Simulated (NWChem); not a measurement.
**C3H6O2 (methyl acetate) at TPSSh/jorge-DZP**

Aim: the electronic atomisation energy of C3H6O2 (methyl acetate) at TPSSh/jorge-DZP, from 4 runs. 

Program for the calculation: NWChem 7.3.0.

## (1) The system as given

The species is C3H6O2 (11 atoms), meant as a singlet with charge 0. As SMILES, `COC(C)=O`. The shape is that of a PBE0-D4/def2-TZVP optimisation. This is one conformer, not always the lowest.

Bond lengths: C1–O2 1.423 Å, O2–C3 1.341 Å, C3–C4 1.498 Å, C3–O5 1.201 Å, C1–H6 1.091 Å, C1–H7 1.091 Å, C1–H8 1.088 Å, C4–H9 1.092 Å, C4–H10 1.087 Å, C4–H11 1.092 Å. Some angles: C1–O2–C3 115.2°, O2–C3–C4 111.1°, O2–C3–O5 123.3°, C4–C3–O5 125.6°, O2–C1–H6 110.7°, O2–C1–H7 110.7°, O2–C1–H8 105.9°, C3–C4–H9 109.9°, C3–C4–H10 109.5°, C3–C4–H11 109.9°.

## (2) The energy at TPSSh/jorge-DZP (run 1)

The input, c3h6o2.xyz:

```xyz
11

C     -1.440600     0.996700     0.557900
O     -0.644700    -0.165700     0.353700
C      0.525400     0.044800    -0.267200
C      1.284800    -1.235300    -0.432100
O      0.892500     1.128500    -0.632400
H     -0.908700     1.724200     1.172600
H     -1.693000     1.462600    -0.395700
H     -2.340700     0.656000     1.064800
H      1.477000    -1.681300     0.545500
H      2.223600    -1.037600    -0.942800
H      0.689800    -1.949800    -1.003900
```

The input, c3h6o2.nw:

```
start c3h6o2
memory total 2200 mb
charge 0

geometry units angstrom noautosym nocenter noautoz
   load format xyz c3h6o2.xyz
end

basis "ao basis" spherical bse
   C library jorge-DZP
   O library jorge-DZP
   H library jorge-DZP
end

dft
   xc xctpssh
   grid fine
   convergence energy 1e-08
   maxiter 100
   mulliken
   noprint "final vectors analysis"
end

task dft energy
```

Run with:

```bash
$ nwchem c3h6o2.nw > c3h6o2.out
```

The program printed:

```text
[...]
          Wavefunction type:  closed shell.
          No. of atoms     :    11
          No. of electrons :    40
[...]
          Charge           :     0
          Spin multiplicity:     1
[...]
          AO basis - number of functions:   105
[...]
              XC Information
              --------------
                  TPSS hybrid Method XC Functional
                     Hartree-Fock (Exact) Exchange  0.100
                  TPSS metaGGA Exchange Functional  0.900
             TPSS03 metaGGA Correlation Functional  1.000
[...]
 d= 0,ls=0.0,diis     1   -268.3142237917 -4.51D+02  1.69D-02  1.09D+00     2.5
[...]
 d= 0,ls=0.0,diis    11   -268.4435558767 -9.41D-10  1.12D-07  3.19D-10    23.2
         Total DFT energy =     -268.443555876720
      One electron energy =     -726.541762540369
           Coulomb energy =      311.339960914906
    Exchange-Corr. energy =      -35.766902440879
 Nuclear repulsion energy =      182.525148189623
[...]
      Total Density - Mulliken Population Analysis
     ---------------------------------------------
    Atom       Charge   Shell Charges
 -----------   ------   -------------------------------------------------------
    1 C    6     5.99   0.93  1.05  0.70  0.40  2.46  0.36  0.08
    2 O    8     8.24   0.95  1.03  0.85  0.92  3.47  1.00  0.02
    3 C    6     5.84   0.93  1.05  0.74  0.33  2.29  0.30  0.20
    4 C    6     6.12   0.93  1.05  0.69  0.37  2.57  0.47  0.04
    5 O    8     8.28   0.95  1.03  0.86  0.93  3.41  1.09  0.02
    6 H    1     0.93   0.75  0.16  0.02
    7 H    1     0.93   0.75  0.16  0.02
    8 H    1     0.94   0.75  0.16  0.02
    9 H    1     0.91   0.74  0.14  0.02
   10 H    1     0.92   0.74  0.15  0.02
[...]
```

Run time: 24 s. Hardware: 1 thread of Intel Xeon 6975P-C (Granite Rapids), shared host; peak memory 0.12 GiB.

## (3) The C atom at the same level (run 2)

The input, input.nw:

```
start input
title "C"
memory stack 880 mb heap 220 mb global 1100 mb
charge 0

geometry units bohr noautosym nocenter noautoz
C      0.00000000     0.00000000     0.00000000
end

basis spherical bse
* library jorge-DZP
end

dft
xc xctpssh
mult 3
grid fine
convergence energy 1e-08
maxiter 100
mulliken
noprint "final vectors analysis"
end

task dft energy
```

Run the same way, it converges to -37.85812 Eh (log not shown).

## (4) The H atom (run 3)

The input, m1.nw:

```
start m1
memory stack 880 mb heap 220 mb global 1100 mb
geometry units angstroms noautosym nocenter noautoz
 H     0.000000    0.000000    0.000000
end
basis spherical bse
 * library jorge-DZP
end
dft
 xc xctpssh
 mult 2
 grid fine
 convergence energy 1e-08
 maxiter 100
 mulliken
 print low
end
task dft energy
```

Run with:

```bash
$ nwchem m1.nw > m1.out
```

The program printed:

```text
[...]
 d= 0,ls=0.0,diis     1     -0.4994032890 -4.99D-01  4.84D-04  1.56D-06     0.0
[...]
 d= 0,ls=0.0,diis     4     -0.4994049372 -4.02D-12  1.05D-07  7.17D-14     0.1
[...]
         Total DFT energy =       -0.499404937175
      One electron energy =       -0.499057275569
           Coulomb energy =        0.311063363842
    Exchange-Corr. energy =       -0.311411025448
 Nuclear repulsion energy =        0.000000000000
[...]
      Total Density - Mulliken Population Analysis
     ---------------------------------------------
    Atom       Charge   Shell Charges
 -----------   ------   -------------------------------------------------------
    1 H    1     1.00   0.56  0.44  0.00
     --------------------------------------------
      Spin Density - Mulliken Population Analysis
     --------------------------------------------
    Atom       Charge   Shell Charges
 -----------   ------   -------------------------------------------------------
    1 H    1     1.00   0.56  0.44  0.00
[...]
      <S2> =      0.7500 (Exact =     0.7500)
[...]
```

Run time: 0.56 s. Hardware: 1 thread of Intel Xeon 6975P-C (Granite Rapids), shared host; peak memory 0.1 GiB.

## (5) The O atom, same level (run 4)

The input, a.nw:

```
start a
memory stack 880 mb heap 220 mb global 1100 mb

geometry units angstrom noautosym nocenter noautoz
   O     0.000000    0.000000    0.000000
end

basis spherical bse
   * library jorge-DZP
end

dft
   xc xctpssh
   mult 3
   grid fine
   convergence energy 1e-08
   iterations 100
   mulliken
   print low
end

task dft energy
```

Run with:

```bash
$ nwchem a.nw > a.out
```

The program printed:

```text
[...]
 d= 0,ls=0.0,diis     1    -75.0640266923 -7.51D+01  2.01D-02  8.10D-02     0.1
[...]
 d= 0,ls=0.0,diis     7    -75.0876988107 -1.17D-10  5.79D-08  2.27D-12     0.2
[...]
         Total DFT energy =      -75.087698810673
      One electron energy =     -103.246847156175
           Coulomb energy =       36.649882475338
    Exchange-Corr. energy =       -8.490734129836
 Nuclear repulsion energy =        0.000000000000
[...]
      Total Density - Mulliken Population Analysis
     ---------------------------------------------
    Atom       Charge   Shell Charges
 -----------   ------   -------------------------------------------------------
    1 O    8     8.00   0.95  1.02  0.93  1.10  3.01  0.99  0.00
     --------------------------------------------
      Spin Density - Mulliken Population Analysis
     --------------------------------------------
    Atom       Charge   Shell Charges
 -----------   ------   -------------------------------------------------------
    1 O    8     2.00  -0.00 -0.00  0.05 -0.05  1.57  0.43  0.00
[...]
      <S2> =      2.0023 (Exact =     2.0000)
[...]
```

Wall time 0.74 s (1 thread of Intel Xeon 6975P-C (Granite Rapids), shared host); peak memory 0.1 GiB.

## (6) Overview of the runs

```
run             level  partner  energy (Eh)  wall time
  1   TPSSh/jorge-DZP     base  -268.443556       24 s
  2  UTPSSh/jorge-DZP    atoms   -37.858121     0.74 s
  3  UTPSSh/jorge-DZP    atoms    -0.499405     0.56 s
  4  UTPSSh/jorge-DZP    atoms   -75.087699     0.74 s
```

## (7) Summary of results

Level: TPSSh/jorge-DZP.

```
                     quantity         value
         O atom: total energy  -75.08770 Eh
                 O atom: ⟨S²⟩         2.002
electronic atomisation energy     46.188 eV
```

In words: Taking the molecule apart into free atoms costs 46.19 eV (4456 kJ/mol), before zero-point energy and without spin-orbit coupling. All runs together took 26 s, the longest 24 s.
